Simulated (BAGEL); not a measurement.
# CH4AlClO (SMILES C[O][AlH][Cl]): a chain of runs

Wanted: a single-point energy (HF/cc-pVDZ), then the energy (NEVPT2(2,2)/cc-pVDZ), then a single-point energy (CASPT2(2,2)/cc-pVDZ) of CH4AlClO. 

The results are computed with BAGEL 1.2.2.

1 further run of the same task is left out (set aside as unsound or not needed).

**1. The system as given**

The species is CH4AlClO (8 atoms), meant as a singlet with charge 0. SMILES: `C[O][AlH][Cl]`. The coordinates come from a PBE0-D4/def2-TZVP relaxation. This is one conformer, not always the lowest.

Bond lengths: C1–O2 1.400 Å, O2–Al3 1.672 Å, Al3–Cl4 2.097 Å, C1–H5 1.094 Å, C1–H6 1.096 Å, C1–H7 1.094 Å, Al3–H8 1.563 Å. Angles: C1–O2–Al3 136.5°, O2–Al3–Cl4 118.9°, O2–C1–H5 109.9°, O2–C1–H6 112.3°, O2–C1–H7 109.8°, O2–Al3–H8 119.8°, Cl4–Al3–H8 121.3°, H5–C1–H6 108.3°, H5–C1–H7 108.0°, H6–C1–H7 108.3°.

**2. A single-point energy at HF/cc-pVDZ (density fitting with svp-jkfit) (run 1)**

File hf.json:

```json
{ "bagel": [

{
  "title": "molecule",
  "basis": "cc-pvdz.json",
  "df_basis": "svp-jkfit",
  "angstrom": true,
  "geometry": [
    { "atom": "C", "xyz": [       0.132184,       1.250591,       0.262979 ] },
    { "atom": "O", "xyz": [       0.645284,       0.051991,      -0.246021 ] },
    { "atom": "Al", "xyz": [       0.103384,      -1.519709,      -0.426621 ] },
    { "atom": "Cl", "xyz": [      -1.829016,      -2.007809,       0.224379 ] },
    { "atom": "H", "xyz": [       0.118384,       2.012391,      -0.522521 ] },
    { "atom": "H", "xyz": [      -0.886516,       1.136191,       0.649979 ] },
    { "atom": "H", "xyz": [       0.770200,       1.612600,       1.075000 ] },
    { "atom": "H", "xyz": [       1.037984,      -2.593309,      -1.072921 ] }
  ]
},

{ "title": "hf" },

{ "title": "print", "file": "orbitals.molden", "orbitals": true }

]}
```

The basis set cc-pVDZ is read from a file made from the Basis Set Exchange's data (not shown).

Launch:

```
$ BAGEL_NUM_THREADS=1 BAGEL hf.json > hf.out
```

The log of the run:

```text
* using 1 threads per process

  ===============================================================
  ===============================================================

  *** Geometry ***

  { "atom" : "C", "xyz" : [      0.249792,      2.363274,      0.496958 ] },
  { "atom" : "O", "xyz" : [      1.219410,      0.098249,     -0.464912 ] },
  { "atom" : "Al", "xyz" : [      0.195367,     -2.871834,     -0.806197 ] },
  { "atom" : "Cl", "xyz" : [     -3.456339,     -3.794209,      0.424015 ] },
  { "atom" : "H", "xyz" : [      0.223713,      3.802868,     -0.987422 ] },
  { "atom" : "H", "xyz" : [     -1.675272,      2.147090,      1.228282 ] },
  { "atom" : "H", "xyz" : [      1.455467,      3.047372,      2.031456 ] },
  { "atom" : "H", "xyz" : [      1.961505,     -4.900644,     -2.027527 ] },

  Number of auxiliary basis functions:      480

  Since a DF basis is specified, we compute 2- and 3-index integrals:
    o Being stored without compression. Storage requirement is 0.027 GB

  Number of basis functions:       84
  Number of electrons      :       48

    * METHOD: MOLECULE                             0.24

  *** RHF ***

  === Nuclear Repulsion ===
   196.0406500329

      * DIIS with orbital gradients will be used.

  === RHF iteration (cc-pvdz.json) ===
      0       -816.39689334          0.01453814           0.07
      1       -816.52155473          0.01104290           0.07
      2       -816.59378672          0.00127863           0.07
      3       -816.59526289          0.00038273           0.07
      4       -816.59538993          0.00007168           0.07
      5       -816.59539437          0.00001585           0.07
      6       -816.59539473          0.00000598           0.07
      7       -816.59539478          0.00000160           0.07
      8       -816.59539479          0.00000061           0.07
      9       -816.59539479          0.00000021           0.07
     10       -816.59539479          0.00000006           0.07
     11       -816.59539479          0.00000002           0.07
     12       -816.59539479          0.00000001           0.07
    * SCF iteration converged.

    * Permanent dipole moment:
           (   -0.184944,    -0.361714,    -0.017396) a.u.

    * METHOD: HF                                   1.08

    * METHOD: PRINT                                0.02

  ===============================================================
```

Run time: 1.5 s. Hardware: 1 thread of Arm Neoverse V1, shared host; peak memory 0.15 GiB.

**3. A single-point energy at NEVPT2(2,2)/cc-pVDZ (density fitting with svp-jkfit) (run 2)**

File job.json:

```json
{ "bagel" : [

{
  "title" : "molecule",
  "basis" : "cc-pvdz.json",
  "df_basis" : "svp-jkfit",
  "angstrom" : "true",
  "geometry" : [
    { "atom" : "C", "xyz" : [    0.132184,    1.250591,    0.262979 ] },
    { "atom" : "O", "xyz" : [    0.645284,    0.051991,   -0.246021 ] },
    { "atom" : "Al", "xyz" : [    0.103384,   -1.519709,   -0.426621 ] },
    { "atom" : "Cl", "xyz" : [   -1.829016,   -2.007809,    0.224379 ] },
    { "atom" : "H", "xyz" : [    0.118384,    2.012391,   -0.522521 ] },
    { "atom" : "H", "xyz" : [   -0.886516,    1.136191,    0.649979 ] },
    { "atom" : "H", "xyz" : [    0.770200,    1.612600,    1.075000 ] },
    { "atom" : "H", "xyz" : [    1.037984,   -2.593309,   -1.072921 ] }
  ]
},
{
  "title" : "hf"
},
{
  "title" : "nevpt2",
  "nstate" : 1,
  "nact" : 2,
  "nclosed" : 23,
  "active" : [17, 30],
  "maxiter" : 200,
  "natocc" : "true",
  "ncore" : 12
},
{
  "title" : "print",
  "file" : "orbitals.molden",
  "orbitals" : "true"
}

]}
```

The basis set cc-pVDZ is read from a file made from the Basis Set Exchange's data (not shown).

Launch:

```
$ BAGEL_NUM_THREADS=1 BAGEL job.json > job.out
```

The log of the run:

```text
* using 1 threads per process

  ===============================================================
  ===============================================================

  *** Geometry ***

  { "atom" : "C", "xyz" : [      0.249792,      2.363274,      0.496958 ] },
  { "atom" : "O", "xyz" : [      1.219410,      0.098249,     -0.464912 ] },
  { "atom" : "Al", "xyz" : [      0.195367,     -2.871834,     -0.806197 ] },
[... 4 lines of this table left out ...]
  { "atom" : "H", "xyz" : [      1.961505,     -4.900644,     -2.027527 ] },

  Number of auxiliary basis functions:      480

  Since a DF basis is specified, we compute 2- and 3-index integrals:
    o Being stored without compression. Storage requirement is 0.027 GB

[... 18 lines left out ...]
    * SCF iteration converged.
[... 1 line left out ...]
    * Permanent dipole moment:
[... 28 lines left out ...]
    * Second-order optimization converged. *

     guess   0:   closed 1.                   open ..

  === FCI iteration ===

      0  0      -816.59530110     6.00e-02      0.00
      1  0      -816.60407872     2.34e-03      0.00
      2  0 *    -816.60410275     4.85e-16      0.00

     * ci vector, state   0, <S^2> = 0.0000
       2.     0.9973142106
       .2    -0.0732418283

  === DF-NEVPT2 calculation ===

    * 3-index integral transformation done
    * assembly done

      NEVPT2 correlation energy:   -0.5149729964      0.16

          (+0)     -0.4431309482
          (+0)'    -0.0259323044
          (+1)     -0.0055512043
          (+1)'    -0.0000000000
          (+2)     -0.0007072946
          (-1)     -0.0317680980
          (-1)'     0.0000000000
          (-2)     -0.0078831469

      NEVPT2 total energy:       -817.1190757463

    * METHOD: NEVPT2                               4.10

    * METHOD: PRINT                                0.02

  ===============================================================
```

Wall time 5.7 s (1 thread of Arm Neoverse V1, shared host); peak memory 0.15 GiB.

**4. The energy at CASPT2(2,2)/cc-pVDZ (density fitting with svp-jkfit) (run 3)**

File input.json:

```json
{ "bagel": [

{
  "title": "molecule",
  "basis": "cc-pvdz.json",
  "df_basis": "svp-jkfit",
  "angstrom": true,
  "geometry": [
    { "atom": "C", "xyz": [       0.132184,       1.250591,       0.262979 ] },
    { "atom": "O", "xyz": [       0.645284,       0.051991,      -0.246021 ] },
    { "atom": "Al", "xyz": [       0.103384,      -1.519709,      -0.426621 ] },
    { "atom": "Cl", "xyz": [      -1.829016,      -2.007809,       0.224379 ] },
    { "atom": "H", "xyz": [       0.118384,       2.012391,      -0.522521 ] },
    { "atom": "H", "xyz": [      -0.886516,       1.136191,       0.649979 ] },
    { "atom": "H", "xyz": [       0.770200,       1.612600,       1.075000 ] },
    { "atom": "H", "xyz": [       1.037984,      -2.593309,      -1.072921 ] }
  ]
},

{ "title": "hf" },

{ "title": "casscf", "nstate": 1, "nact": 2, "nclosed": 23, "nspin": 0, "active": [17, 30], "maxiter": 200, "natocc": true },

{ "title": "print", "file": "orbitals.molden", "orbitals": true },

{ "title": "smith", "method": "caspt2", "ms": true, "xms": true, "sssr": true, "shift": 0.2, "shift_imag": true, "ncore": 12 }

]}
```

The basis set cc-pVDZ is read from a file made from the Basis Set Exchange's data (not shown).

Launch:

```
$ BAGEL_NUM_THREADS=1 BAGEL input.json > input.out
```

The log of the run:

```text
* using 1 threads per process

  ===============================================================
  ===============================================================

  *** Geometry ***

  { "atom" : "C", "xyz" : [      0.249792,      2.363274,      0.496958 ] },
  { "atom" : "O", "xyz" : [      1.219410,      0.098249,     -0.464912 ] },
  { "atom" : "Al", "xyz" : [      0.195367,     -2.871834,     -0.806197 ] },
[... 4 lines of this table left out ...]
  { "atom" : "H", "xyz" : [      1.961505,     -4.900644,     -2.027527 ] },

  Number of auxiliary basis functions:      480

  Since a DF basis is specified, we compute 2- and 3-index integrals:
    o Being stored without compression. Storage requirement is 0.027 GB

[... 18 lines left out ...]
    * SCF iteration converged.
[... 1 line left out ...]
    * Permanent dipole moment:
[... 27 lines left out ...]
    * Second-order optimization converged. *
[... 9 lines left out ...]
     * ci vector, state   0, <S^2> = 0.0000
[... 16 lines left out ...]
    * Zeroth order energy : state  0       -1.1130154250
[... 4 lines left out ...]
       #      aibj      arbs      arbi      airj      risj      airs      arst      rist         Etot      error   time
[... 2 lines left out ...]
       0  -0.44118  -0.00924  -0.03150  -0.00569  -0.00082  -0.02208   0.00000   0.00000   -0.5105228  0.0016111   0.08
       1  -0.44135  -0.00928  -0.03158  -0.00580  -0.00086  -0.02252  -0.00000   0.00000   -0.5113940  0.0002281   0.07
       2  -0.44136  -0.00928  -0.03156  -0.00581  -0.00086  -0.02255  -0.00000  -0.00000   -0.5114180  0.0000369   0.07
       3  -0.44136  -0.00928  -0.03156  -0.00581  -0.00086  -0.02255  -0.00000   0.00000   -0.5114185  0.0000065   0.07
       4  -0.44136  -0.00928  -0.03156  -0.00581  -0.00086  -0.02255   0.00000  -0.00000   -0.5114185  0.0000014   0.07
       5  -0.44136  -0.00928  -0.03156  -0.00581  -0.00086  -0.02255  -0.00000   0.00000   -0.5114185  0.0000002   0.07

      ------------------------------------------------------------------------------------------------------------------

    * CASPT2 energy : state  0     -817.1180838738
        w/o shift correction       -817.1155212470
        reference weight              0.8561448725

    * METHOD: SMITH                                0.66

  ===============================================================
```

It took 6 s on 1 thread of Arm Neoverse V1, shared host; peak memory 0.18 GiB.

**5. Results**

| quantity | value |
| --- | --- |
| run 1, HF/cc-pVDZ: total energy | -816.59539 Eh |
| run 1, HF/cc-pVDZ: dipole moment | 1.03 D |
| run 1, HF/cc-pVDZ: HOMO energy | -12.20 eV |
| run 1, HF/cc-pVDZ: LUMO energy | 2.02 eV |
| run 1, HF/cc-pVDZ: HOMO–LUMO gap | 14.22 eV |
| run 2, NEVPT2(2,2)/cc-pVDZ: total energy | -817.11908 Eh |
| run 3, CASPT2(2,2)/cc-pVDZ: total energy | -817.11808 Eh |
